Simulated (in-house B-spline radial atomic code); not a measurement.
# Cu²⁺ in a hard spherical wall

Wanted: the cost of confining Cu²⁺, radius by radius. More than one configuration is followed.

Method: non-relativistic LDA (Slater, VWN5), spherical fractional occupations, point nucleus, basis-set limit. Code: in-house B-spline radial atomic code version 1.

## (1) What is computed

| Property | Result |
| --- | --- |
| element | copper (Z = 29) |
| charge | +2 |
| electrons | 27 |
| configuration | [Ar] 3d9 |
| Hamiltonian | non-relativistic |
| nucleus | point |

Outer shells as boxes (Hund's rule):

[Ar] 3d9
```
[Ar] core
3d [↑↓][↑↓][↑↓][↑↓][↑ ]
```

The boxes only draw the filling; these runs are spin-restricted and spherical.

Settings of the run:

```ini
Z = 29
electrons = 27.0
configuration = [Ar] 3d9
hamiltonian = nr
method = lda,vwn
spin_polarised = False
```

From the earlier run of the reference: total energy -1636.682319 hartree. Levels, eight at most:

| orbital | occupation | energy (eV) | <r> (bohr) |
| --- | --- | --- | --- |
| 1s | 2 | -8754.89 | 0.05298 |
| 2s | 2 | -1063.76 | 0.2391 |
| 2p | 6 | -936.93 | 0.2080 |
| 3s | 2 | -136.07 | 0.7216 |
| 3p | 6 | -96.563 | 0.7502 |
| 3d | 9 | -30.200 | 0.9172 |

## (2) Wall at 8.16 bohr, configuration [Ar] 3d9

Settings: those of step 1 with these lines changed.

```diff
@@ -6 +6,2 @@
 spin_polarised = False
+wall_radius = 8.16
```

The program writes no log. Results of the run, from its result record (rounded, main fields):

```text
{
  "status": "converged",
  "iterations": 9,
  "energy [hartree]": {"total": -1636.68231925, "kinetic": 1634.93081247, "nuclear": -3895.73258304, "coulomb": 687.796174759, "xc": -63.6767234477},
  "orbitals [hartree, bohr; first row names the columns]": [
    ["name", "occ", "eps", "<r>"],
    ["1s", 2.0, -321.73617, 0.052983],
    ["2s", 2.0, -39.092388, 0.23914],
    ["2p", 6.0, -34.431617, 0.20802],
    ["3s", 2.0, -5.0004712, 0.72157],
    ["3p", 6.0, -3.5486261, 0.75021],
    ["3d", 9.0, -1.1098199, 0.91723]
  ],
  "sum_r [bohr^k]": {"-1": 134.3356, "1": 16.03181, "2": 15.57539},
  "pressure [GPa]": 1.767046e-05,
  "energy_minus_base [hartree]": 1.86509396e-07
}
```

Run time: 0.04 s. Hardware: 1 thread, shared host.

energy_minus_base is the energy less that of the reference run. pressure is −dE/dV on the wall, from the slope of the orbitals there.

## (3) Wall at 5.08 bohr, configuration [Ar] 3d9

Settings: those of step 2 with these lines changed.

```diff
@@ -6,2 +6,2 @@
 spin_polarised = False
-wall_radius = 8.16
+wall_radius = 5.08
```

Main fields:

```text
{
  "status": "converged",
  "iterations": 9,
  "energy [hartree]": {"total": -1636.68169955, "kinetic": 1634.9381405, "nuclear": -3895.77745818, "coulomb": 687.836329845, "xc": -63.6787117148},
  "orbitals [hartree, bohr; first row names the columns]": [
    ["name", "occ", "eps", "<r>"],
    ["1s", 2.0, -321.73459, 0.052983],
    ["2s", 2.0, -39.090745, 0.23914],
    ["2p", 6.0, -34.429981, 0.20802],
    ["3s", 2.0, -4.9990201, 0.72159],
    ["3p", 6.0, -3.5471991, 0.75024],
    ["3d", 9.0, -1.1084388, 0.91648]
  ],
  "sum_r [bohr^k]": {"-1": 134.3372, "1": 16.02533, "2": 15.54112},
  "pressure [GPa]": 0.1433874,
  "energy_minus_base [hartree]": 0.000619894126
}
```

Wall time 0.04 s (1 thread, shared host).

## (4) Wall at 3.86 bohr, configuration [Ar] 3d9

Settings: those of step 3 with these lines changed.

```diff
@@ -6,2 +6,2 @@
 spin_polarised = False
-wall_radius = 5.08
+wall_radius = 3.86
```

Main fields:

```text
{
  "status": "converged",
  "iterations": 9,
  "energy [hartree]": {"total": -1636.66910083, "kinetic": 1635.042479, "nuclear": -3896.32977137, "coulomb": 688.322339629, "xc": -63.7041480848},
  "orbitals [hartree, bohr; first row names the columns]": [
    ["name", "occ", "eps", "<r>"],
    ["1s", 2.0, -321.71518, 0.052983],
    ["2s", 2.0, -39.07033, 0.23914],
    ["2p", 6.0, -34.40965, 0.20802],
    ["3s", 2.0, -4.9816739, 0.72186],
    ["3p", 6.0, -3.530188, 0.75069],
    ["3d", 9.0, -1.0915387, 0.90961]
  ],
  "sum_r [bohr^k]": {"-1": 134.3562, "1": 15.96665, "2": 15.28762},
  "pressure [GPa]": 5.13347,
  "energy_minus_base [hartree]": 0.0132186112
}
```

It took 0.03 s on 1 thread, shared host.

## (5) Wall at 2.78 bohr, configuration [Ar] 3d9

Settings: those of step 4 with these lines changed.

```diff
@@ -6,2 +6,2 @@
 spin_polarised = False
-wall_radius = 3.86
+wall_radius = 2.78
```

Main fields:

```text
{
  "status": "converged",
  "iterations": 9,
  "energy [hartree]": {"total": -1636.49004121, "kinetic": 1636.08479416, "nuclear": -3900.58484938, "coulomb": 691.915510164, "xc": -63.9054961572},
  "orbitals [hartree, bohr; first row names the columns]": [
    ["name", "occ", "eps", "<r>"],
    ["1s", 2.0, -321.56501, 0.052983],
    ["2s", 2.0, -38.912218, 0.23915],
    ["2p", 6.0, -34.252028, 0.20802],
    ["3s", 2.0, -4.8572938, 0.72411],
    ["3p", 6.0, -3.4082449, 0.75345],
    ["3d", 9.0, -0.96210249, 0.87367]
  ],
  "sum_r [bohr^k]": {"-1": 134.5029, "1": 15.66433, "2": 14.25543},
  "pressure [GPa]": 147.6576,
  "energy_minus_base [hartree]": 0.192278229
}
```

Wall time 0.03 s (1 thread, shared host).

## (6) Wall at 1.81 bohr, configuration [Ar] 3d9

Settings: those of step 5 with these lines changed.

```diff
@@ -6,2 +6,2 @@
 spin_polarised = False
-wall_radius = 2.78
+wall_radius = 1.81
```

Main fields:

```text
{
  "status": "converged",
  "iterations": 8,
  "energy [hartree]": {"total": -1633.84693202, "kinetic": 1648.26290148, "nuclear": -3930.74955302, "coulomb": 713.88899318, "xc": -65.2492736642},
  "orbitals [hartree, bohr; first row names the columns]": [
    ["name", "occ", "eps", "<r>"],
    ["1s", 2.0, -320.51156, 0.052982],
    ["2s", 2.0, -37.864327, 0.23934],
    ["2p", 6.0, -33.197739, 0.2082],
    ["3s", 2.0, -4.1329965, 0.72261],
    ["3p", 6.0, -2.6676428, 0.7387],
    ["3d", 9.0, -0.099816483, 0.76028]
  ],
  "sum_r [bohr^k]": {"-1": 135.5431, "1": 14.55374, "2": 11.50695},
  "pressure [GPa]": 6401.746,
  "energy_minus_base [hartree]": 2.83538742
}
```

Wall time 0.03 s (1 thread, shared host).

## (7) Wall at 8.16 bohr, configuration [Ne] 3s2 3p5 3d10

Settings of the run:

```ini
Z = 29
electrons = 27.0
configuration = [Ne] 3s2 3p5 3d10
hamiltonian = nr
method = lda,vwn
spin_polarised = False
wall_radius = 8.16
```

Main fields:

```text
{
  "status": "converged",
  "iterations": 10,
  "energy [hartree]": {"total": -1634.23870231, "kinetic": 1632.48969401, "nuclear": -3889.3601343, "coulomb": 686.146777755, "xc": -63.5150397647},
  "orbitals [hartree, bohr; first row names the columns]": [
    ["name", "occ", "eps", "<r>"],
    ["1s", 2.0, -321.93482, 0.052978],
    ["2s", 2.0, -39.154624, 0.23904],
    ["2p", 6.0, -34.510228, 0.20787],
    ["3s", 2.0, -5.0416684, 0.72059],
    ["3p", 5.0, -3.5893815, 0.74848],
    ["3d", 10.0, -1.1410091, 0.90829]
  ],
  "sum_r [bohr^k]": {"-1": 134.1159, "1": 16.0977, "2": 15.74187},
  "pressure [GPa]": 1.442446e-05,
  "energy_minus_base [hartree]": 2.44361713
}
```

Run time: 0.04 s. Hardware: 1 thread, shared host.

## (8) Wall at 5.08 bohr, configuration [Ne] 3s2 3p5 3d10

Settings: those of step 7 with these lines changed.

```diff
@@ -6,2 +6,2 @@
 spin_polarised = False
-wall_radius = 8.16
+wall_radius = 5.08
```

Main fields:

```text
{
  "status": "converged",
  "iterations": 9,
  "energy [hartree]": {"total": -1634.23812668, "kinetic": 1632.49661776, "nuclear": -3889.40097731, "coulomb": 686.183078621, "xc": -63.5168457519},
  "orbitals [hartree, bohr; first row names the columns]": [
    ["name", "occ", "eps", "<r>"],
    ["1s", 2.0, -321.9334, 0.052978],
    ["2s", 2.0, -39.153141, 0.23904],
    ["2p", 6.0, -34.50875, 0.20787],
    ["3s", 2.0, -5.0403536, 0.7206],
    ["3p", 5.0, -3.5880877, 0.74851],
    ["3d", 10.0, -1.1397576, 0.90768]
  ],
  "sum_r [bohr^k]": {"-1": 134.1173, "1": 16.0918, "2": 15.7107},
  "pressure [GPa]": 0.1357438,
  "energy_minus_base [hartree]": 2.44419276
}
```

Wall time 0.03 s (1 thread, shared host).

## (9) Wall at 3.86 bohr, configuration [Ne] 3s2 3p5 3d10

Settings: those of step 8 with these lines changed.

```diff
@@ -6,2 +6,2 @@
 spin_polarised = False
-wall_radius = 5.08
+wall_radius = 3.86
```

Main fields:

```text
{
  "status": "converged",
  "iterations": 9,
  "energy [hartree]": {"total": -1634.22566567, "kinetic": 1632.60226389, "nuclear": -3889.93811194, "coulomb": 686.651650742, "xc": -63.5414683608},
  "orbitals [hartree, bohr; first row names the columns]": [
    ["name", "occ", "eps", "<r>"],
    ["1s", 2.0, -321.91455, 0.052978],
    ["2s", 2.0, -39.133483, 0.23905],
    ["2p", 6.0, -34.489158, 0.20787],
    ["3s", 2.0, -5.0235922, 0.72085],
    ["3p", 5.0, -3.5716399, 0.74892],
    ["3d", 10.0, -1.1234711, 0.90174]
  ],
  "sum_r [bohr^k]": {"-1": 134.1358, "1": 16.03493, "2": 15.46469},
  "pressure [GPa]": 5.162635,
  "energy_minus_base [hartree]": 2.45665377
}
```

It took 0.03 s on 1 thread, shared host.

## (10) Wall at 2.78 bohr, configuration [Ne] 3s2 3p5 3d10

Settings: those of step 9 with these lines changed.

```diff
@@ -6,2 +6,2 @@
 spin_polarised = False
-wall_radius = 3.86
+wall_radius = 2.78
```

Main fields:

```text
{
  "status": "converged",
  "iterations": 9,
  "energy [hartree]": {"total": -1634.03962915, "kinetic": 1633.7048885, "nuclear": -3894.29573657, "coulomb": 690.297350796, "xc": -63.7461318815},
  "orbitals [hartree, bohr; first row names the columns]": [
    ["name", "occ", "eps", "<r>"],
    ["1s", 2.0, -321.76105, 0.052978],
    ["2s", 2.0, -38.973192, 0.23905],
    ["2p", 6.0, -34.329235, 0.20787],
    ["3s", 2.0, -4.8970889, 0.72312],
    ["3p", 5.0, -3.4475694, 0.75175],
    ["3d", 10.0, -0.99291296, 0.86906]
  ],
  "sum_r [bohr^k]": {"-1": 134.2861, "1": 15.72686, "2": 14.41155},
  "pressure [GPa]": 155.0779,
  "energy_minus_base [hartree]": 2.64269029
}
```

It took 0.03 s on 1 thread, shared host.

## (11) Wall at 1.81 bohr, configuration [Ne] 3s2 3p5 3d10

Settings: those of step 10 with these lines changed.

```diff
@@ -6,2 +6,2 @@
 spin_polarised = False
-wall_radius = 2.78
+wall_radius = 1.81
```

Main fields:

```text
{
  "status": "converged",
  "iterations": 8,
  "energy [hartree]": {"total": -1631.2764282, "kinetic": 1646.26981316, "nuclear": -3925.43316267, "coulomb": 713.017656216, "xc": -65.1307349146},
  "orbitals [hartree, bohr; first row names the columns]": [
    ["name", "occ", "eps", "<r>"],
    ["1s", 2.0, -320.67335, 0.052977],
    ["2s", 2.0, -37.889899, 0.23925],
    ["2p", 6.0, -33.239637, 0.20805],
    ["3s", 2.0, -4.1477078, 0.7224],
    ["3p", 5.0, -2.6828129, 0.73836],
    ["3d", 10.0, -0.10963265, 0.76035]
  ],
  "sum_r [bohr^k]": {"-1": 135.3598, "1": 14.57281, "2": 11.55013},
  "pressure [GPa]": 6629.221,
  "energy_minus_base [hartree]": 5.40589124
}
```

It took 0.03 s on 1 thread, shared host.

## (12) Results against the radius

| configuration | radius (bohr) | energy above the free system (eV) | pressure (GPa) | highest level (eV) |
| --- | --- | --- | --- | --- |
| [Ar] 3d9 | 8.16 | below noise | 1.77e-05 | -30.200 (3d) |
| [Ar] 3d9 | 5.08 | 0.0169 | 0.143 | -30.162 (3d) |
| [Ar] 3d9 | 3.86 | 0.360 | 5.13 | -29.702 (3d) |
| [Ar] 3d9 | 2.78 | 5.232 | 148 | -26.180 (3d) |
| [Ar] 3d9 | 1.81 | 77.155 | 6402 | -2.716 (3d) |
| [Ne] 3s2 3p5 3d10 | 8.16 | 66.494 | 1.44e-05 | -31.048 (3d) |
| [Ne] 3s2 3p5 3d10 | 5.08 | 66.510 | 0.136 | -31.014 (3d) |
| [Ne] 3s2 3p5 3d10 | 3.86 | 66.849 | 5.16 | -30.571 (3d) |
| [Ne] 3s2 3p5 3d10 | 2.78 | 71.911 | 155 | -27.019 (3d) |
| [Ne] 3s2 3p5 3d10 | 1.81 | 147.10 | 6629 | -2.983 (3d) |

**Reading.** For [Ar] 3d9 the energy above the free reference is below noise at 8.16 bohr and 77.155 eV at 1.81 bohr, where the electrons press on it with 6402 GPa. Of [Ar] 3d9 and [Ne] 3s2 3p5 3d10, the first stays lower at every radius that both share. A hard wall is a crude model of an atom's surroundings.
